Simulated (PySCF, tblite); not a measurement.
# C5H10Cl2OSi2: geometry, infrared bands and NMR shifts

What infrared bands and NMR shifts should C5H10Cl2OSi2 (`C=C[Si@@H](C(=C)O[SiH3])C(Cl)Cl`) show?

Computed with tblite 0.8.0 and PySCF 2.14.0, with density-fitted response routines of our own, on a single molecule in the gas phase. Atoms count from 0, in the outputs and in this text.

## Step 1: Starting geometry

20 atoms, charge 0, multiplicity 1; geometry from: force field or distance geometry start.

Bonds of the start (Å): C0–C1 1.34, C1–Si2 1.84, Si2–C3 1.85, C3–C4 1.32, C3–O5 1.39, O5–Si6 1.72, Si2–C7 1.87, C7–Cl8 1.77, C7–Cl9 1.77, C0–H10 1.08, C0–H11 1.10, C1–H12 1.08, Si2–H13 1.47, C4–H14 1.09, C4–H15 1.08, Si6–H16 1.49, Si6–H17 1.48, Si6–H18 1.47, C7–H19 1.12.

## Step 2: Optimising the geometry with GFN2-xTB

What the job is given:

```
{"job": {"kind": "relax", "xc": "GFN2-xTB", "basis": "xTB"}, "charge": 0, "multiplicity": 1}
C     -2.653100    -1.514200     0.415700
C     -2.222400    -0.417600    -0.227000
Si    -0.790400     0.551600     0.410800
C      0.807300     0.073900    -0.391100
C      0.839800    -0.547400    -1.551600
O      1.948300     0.383800     0.336200
Si     3.134100    -0.786400     0.780800
C     -0.957400     2.386800     0.067500
Cl    -0.349100     2.671900    -1.570200
Cl    -2.618600     2.963500     0.250200
H     -3.494700    -2.092000     0.056500
H     -2.109500    -1.767600     1.337300
H     -2.771500    -0.162700    -1.123100
H     -0.692800     0.308800     1.854200
H     -0.065300    -0.780700    -2.112100
H      1.770400    -0.838800    -2.025800
H      2.632400    -1.766000     1.780700
H      4.283800    -0.043000     1.352600
H      3.566900    -1.543700    -0.401000
H     -0.263200     2.930400     0.756200
```

The run is started by

```
> OMP_NUM_THREADS=1 python probes_run.py task.json out
```

The driver reads the jobs from task.json and runs them one after another.

**Question.** This job is followed by: GFN2-xTB harmonic vibrations, gas phase; GIAO PBE0/pcSseg-1 NMR shielding, non-relativistic, gas phase. Predict these results of the whole session: strongest single infrared mode (GFN2-xTB); zero-point energy (GFN2-xTB); ¹³C shifts against TMS (PBE0/pcSseg-1); ¹H shifts against TMS (PBE0/pcSseg-1, means over atoms taken as alike); ²⁹Si shifts against TMS (PBE0/pcSseg-1); ¹⁷O shifts against H2O (PBE0/pcSseg-1); ³⁵Cl shifts against HCl (PBE0/pcSseg-1).

**Answer**, as computed:

| quantity | value |
| --- | --- |
| strongest single infrared mode (GFN2-xTB) | 2241 cm⁻¹, 427 km/mol |
| zero-point energy (GFN2-xTB) | 80.4 kcal/mol |
| ¹³C shifts against TMS (PBE0/pcSseg-1) | 167.8, 148.2, 137.0, 110.4, 71.9 ppm |
| ¹H shifts against TMS (PBE0/pcSseg-1, means over atoms taken as alike) | 6.81, 6.74, 6.28, 5.90, 5.12, 5.03, 4.97, 4.78 ppm |
| ²⁹Si shifts against TMS (PBE0/pcSseg-1) | -30.7, -43.7 ppm |
| ¹⁷O shifts against H2O (PBE0/pcSseg-1) | 101.7 ppm |
| ³⁵Cl shifts against HCl (PBE0/pcSseg-1) | 203, 199 ppm |

**Reading.** Relaxing lowered the energy by 0.608 eV in 264 steps; the close pair that moved most is O5–Si6, from 1.724 to 1.630 Å. The lowest mode is imaginary (27i cm⁻¹), so the xTB geometry is not a minimum. Unscaled tight-binding wavenumbers are off by several per cent, some by more. Its intensities can rank the bands wrongly. C7 stands next to heavy halogen, whose spin-orbit shielding this run leaves out, so the computed shift lies too far downfield, most of all for carbon beside Br or I.
